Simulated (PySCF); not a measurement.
# [Yb(BH4)2]+: other functionals and bases at one geometry

One table from this session's results is given with a row withheld; the runs are named, their logs left out.

Program: PySCF 2.14.0. Level of theory: several levels, as the steps say, no spin–orbit coupling. These are calculated values, not measurements.

3 further runs of the same task are left out: 2 for a known fault of the program, 1 that didn't finish.

## Where the work starts

11 atoms, charge 1, spin multiplicity 1.

Bond lengths: Yb1–B2 2.367 Å, Yb1–H4 2.171 Å, Yb1–H5 2.171 Å, Yb1–H6 2.171 Å, Yb1–B7 2.367 Å, Yb1–H9 2.171 Å, Yb1–H10 2.171 Å, Yb1–H11 2.171 Å, B2–H3 1.203 Å, B2–H4 1.279 Å, B2–H5 1.279 Å, B2–H6 1.279 Å, B7–H8 1.203 Å, B7–H9 1.279 Å, B7–H10 1.279 Å, B7–H11 1.279 Å. Angles: B2–Yb1–H4 32.4°, B2–Yb1–H5 32.4°, B2–Yb1–H6 32.4°, B2–Yb1–B7 180.0°, B2–Yb1–H9 147.6°, B2–Yb1–H10 147.6°, B2–Yb1–H11 147.6°, H4–Yb1–H5 55.3°, H4–Yb1–H6 55.3°, H4–Yb1–B7 147.6°, H4–Yb1–H9 115.3°, H4–Yb1–H10 149.0°, H4–Yb1–H11 148.9°, H5–Yb1–H6 55.3°, H5–Yb1–B7 147.6°, H5–Yb1–H9 149.0°, H5–Yb1–H10 148.9°, H5–Yb1–H11 115.3° and more.

Coordinates:

```xyz
11
B2H8Yb
Yb    0.0000    0.0000    0.0000
B     0.0000    0.0000    2.3668
H     0.0000    0.0000    3.5698
H     1.1623    0.0009    1.8334
H    -0.5819    1.0061    1.8334
H    -0.5804   -1.0071    1.8334
B     0.0000    0.0000   -2.3668
H     0.0000    0.0000   -3.5698
H     1.1623   -0.0009   -1.8334
H    -0.5819   -1.0061   -1.8334
H    -0.5804    1.0071   -1.8334
```

Formal oxidation states: Yb +3. Each metal's 13 4f electrons lie in its core potential, so multiplicities, spins and levels count the valence alone. An earlier session relaxed this geometry at BP86, Yb lcecp-1-SVP with ECP59, B def2-SVP, H def2-SVP (singlet, point group D3h).

At BP86 on the finer grid: E = -93.673829 Eh, HOMO -12.80 eV, LUMO -9.31 eV, Mulliken charge on Yb1 +0.90 e, largest force component 0.008 eV/Å. 

Levels to run: PBE0; B3LYP; r2SCAN; TPSSh; BP86, TZVP. Hardware: 2 threads of Arm Neoverse V1, shared host.

The first run:

The input, run.py (the lines that set the calculation):

```python
mol = gto.M(atom='''
Yb     0.00000     0.00000     0.00000
B      0.00000     0.00000     2.36684
H      0.00000     0.00000     3.56982
H      1.16232     0.00091     1.83337
H     -0.58195     1.00614     1.83337
H     -0.58037    -1.00706     1.83337
B      0.00000     0.00000    -2.36684
H      0.00000     0.00000    -3.56982
H      1.16232    -0.00091    -1.83337
H     -0.58195    -1.00614    -1.83337
H     -0.58037     1.00706    -1.83337''',
    basis={'Yb': 'lcecp-1-SVP', 'B': 'def2-SVP', 'H': 'def2-SVP'},
    ecp={'Yb': 'lcecp-1-SVP'},
    charge=1, spin=0)
mf = dft.RKS(mol, xc='PBE0')
mf.grids.atom_grid = (75, 302)  # f atoms: unpruned, at least (60, 302)
mf = mf.density_fit()  # fitting sets: Yb AutoAux, B def2-universal-JKFIT, H def2-universal-JKFIT
mf.conv_tol = 1e-08; mf.max_cycle = 55
mf.kernel(dm0)  # dm0: the density of the relaxed state
```

Launch:

```
> OMP_NUM_THREADS=2 python run.py
```

Steps of the session up to this table: PBE0; B3LYP; r2SCAN; TPSSh; BP86, TZVP.

One of the session's tables, all rows but one given; the rest of the session is left out.

| level | HOMO (eV) | gap (eV) | charge on Yb1 (e) | largest force component (eV/Å) |
| --- | --- | --- | --- | --- |
| BP86 (relaxed here) | -12.80 | 3.49 | 0.90 | 0.01 |
| PBE0 | -14.14 | 5.66 | 1.09 | 0.18 |
| B3LYP | -13.90 | 5.04 | 0.96 | 0.23 |
| r2SCAN | ? | ? | ? | ? |
| TPSSh | -13.51 | 4.79 | 1.12 | 0.26 |
| BP86, TZVP | -12.84 | 3.58 | 1.07 | 0.35 |

**Question.** Estimate the row for r2SCAN.

As computed: HOMO (eV): -13.05; gap (eV): 4.16; charge on Yb1 (e): 1.11; largest force component (eV/Å): 0.21. In the column «HOMO (eV)» it lies between TPSSh (-13.51) and BP86, TZVP (-12.84).

In one basis the HOMO–LUMO gap runs from 3.49 eV (BP86) to 5.66 eV (PBE0). The largest leftover force, 0.35 eV/Å with BP86, TZVP, stands at a geometry relaxed at another level. With 4f in the core, its levels are missing from HOMO and gap, and its count is fixed, so no charge can pass from the ligands into it. Total energies of different levels can't be compared.
